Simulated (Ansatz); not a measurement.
**TiAl: a tetragonal deformation path**

An exercise on one series of results from a longer session: the logs are not shown, and one member is left open.

Method: DFT LDA, scalar-relativistic, plane waves, PAW, in Ansatz 0.2.0.

## Starting point

It takes space group P4/mmm (No. 123, tetragonal). Conventional cell: a = 2.837 Å, b = 2.837 Å, c = 4.059 Å, α = 90.00°, β = 90.00°, γ = 90.00°. Around Ti (site symmetry 4/mmm) lie 4 Ti at 2.84 Å and 8 Al at 2.85 Å. Around Al (site symmetry 4/mmm) lie 4 Al at 2.84 Å and 8 Ti at 2.85 Å.

As a file:

```xyz
2
Lattice="2.8373 0.0000 0.0000 0.0000 2.8373 0.0000 0.0000 0.0000 4.0591" Properties=species:S:1:pos:R:3 pbc="T T T"
Ti    0.0000    0.0000    0.0000
Al    1.4186    1.4186    2.0295
```

No relaxation comes first: the listed cell is the starting point.

Set-up of the first run:

input.yaml

```yaml
crystal:
  lattice:
    - [2.8373, 0.0, 0.0]
    - [0.0, 2.8373, 0.0]
    - [0.0, 0.0, 4.0591]
  atoms:
    - { symbol: Ti, position: [0.0, 0.0, 0.0] }
    - { symbol: Al, position: [0.5, 0.5, 0.5] }
basis:
  ecutwfc: 420
kpoints:
  mp_grid: { grid: [18, 18, 14] }
hamiltonian:
  xc: lda
scf:
  occupations: { method: gaussian, width: 0.15 }
output:
  forces: true
  stress: true
  eigenvalues: true
```

Steps of the session up to this table: The reference: the undisturbed cell on the scan's mesh; At ρ = 0.850; At ρ = 1.200; At ρ = 0.920; Point ρ = 1.100; At ρ = 0.960.

One table of the session follows, with a row left open; its other results are not shown here.

The scan, with free energies counted from the undisturbed cell:

| ρ | ΔE (meV/atom) | pressure (GPa) |
| --- | --- | --- |
| 0.850 | 59.3 | -7.5 |
| 0.920 | ? | ? |
| 0.960 | 6.3 | -7.4 |
| 1.000 | 0.0 | -7.3 |
| 1.100 | 19.3 | -7.3 |
| 1.200 | 87.6 | -6.8 |

Estimate the missing values for ρ = 0.920.

Worked estimate for «ΔE (meV/atom)». A straight line through the neighbours (0.850, 59.3) and (0.960, 6.3) gives 59.3 + (6.3 − 59.3) × (0.920 − 0.850) / (0.960 − 0.850) = 25.6; a parabola fitted to 3 rows on both sides gives 19.5.

The run gave: ΔE (meV/atom): 19.3; pressure (GPa): -7.5. In «ΔE (meV/atom)» the line misses by +6.3 and the parabola by +0.2.
